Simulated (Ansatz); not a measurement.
# SnGe5: the cost of one run

Program: Ansatz 0.2.0. Level of theory: DFT PBE, scalar-relativistic, plane waves, PAW. These are calculated values, not measurements.

## (1) The structure to begin with

The structure is cubic, space group F-43m (No. 216). The conventional cell has a = 7.763 Å, b = 7.763 Å, c = 7.763 Å, α = 90.00°, β = 90.00°, γ = 90.00°. Sn (site symmetry -43m) has 16 Ge at 3.22 to 3.36 Å as nearest neighbours. Ge (site symmetry -43m) has 12 Ge at 3.22 Å and 4 Sn at 3.36 Å as nearest neighbours. Ge (site symmetry 3m) is surrounded by 6 Ge at 2.72 to 2.77 Å.

Coordinates:

```
Sn Ge
1.0
     0.00000    3.88143    3.88143
     3.88143    0.00000    3.88143
     3.88143    3.88143    0.00000
Sn Ge
1 5
Direct
  0.00000 0.00000 0.00000
  0.75000 0.75000 0.75000
  0.37597 0.37597 0.87208
  0.37597 0.87208 0.37597
  0.37597 0.37597 0.37597
  0.87208 0.37597 0.37597
```

The cell is invented: species swapped into a database cell of ErCu5 (F-43m, No. 216), with Sn on the Er sites and Ge on the Cu sites. Its size is a rough estimate.

## (2) The guess as it stands, on a coarse mesh

File input.yaml:

```yaml
crystal:
  lattice:
    - [0.0, 3.88142546, 3.88142546]
    - [3.88142546, 0.0, 3.88142546]
    - [3.88142546, 3.88142546, 0.0]
  atoms:
    - { symbol: Sn, position: [0.0, 0.0, 0.0] }
    - { symbol: Ge, position: [0.75, 0.75, 0.75] }
    - { symbol: Ge, position: [0.37597366, 0.37597366, 0.87207901] }
    - { symbol: Ge, position: [0.37597366, 0.87207901, 0.37597366] }
    - { symbol: Ge, position: [0.37597366, 0.37597366, 0.37597366] }
    - { symbol: Ge, position: [0.87207901, 0.37597366, 0.37597366] }
basis:
  ecutwfc: 420
kpoints:
  mp_grid: { grid: [4, 4, 4] }
hamiltonian:
  xc: pbe
scf:
  occupations: { method: gaussian, width: 0.1 }
  lower_state_search: "off"
output:
  forces: true
  stress: true
  eigenvalues: true
```

Started as:

```console
$ ansatz run input.yaml --threads 1 --pin off --max-ram 2560MiB --backend cpu --events-out ev --progress --plain --runs-dir out
```

What time and memory should one allow on 1 thread of Intel Xeon Platinum 8259CL at 2.50GHz (Skylake/Cascade Lake), shared host?

About 4 s, with a peak of 0.41 GiB.
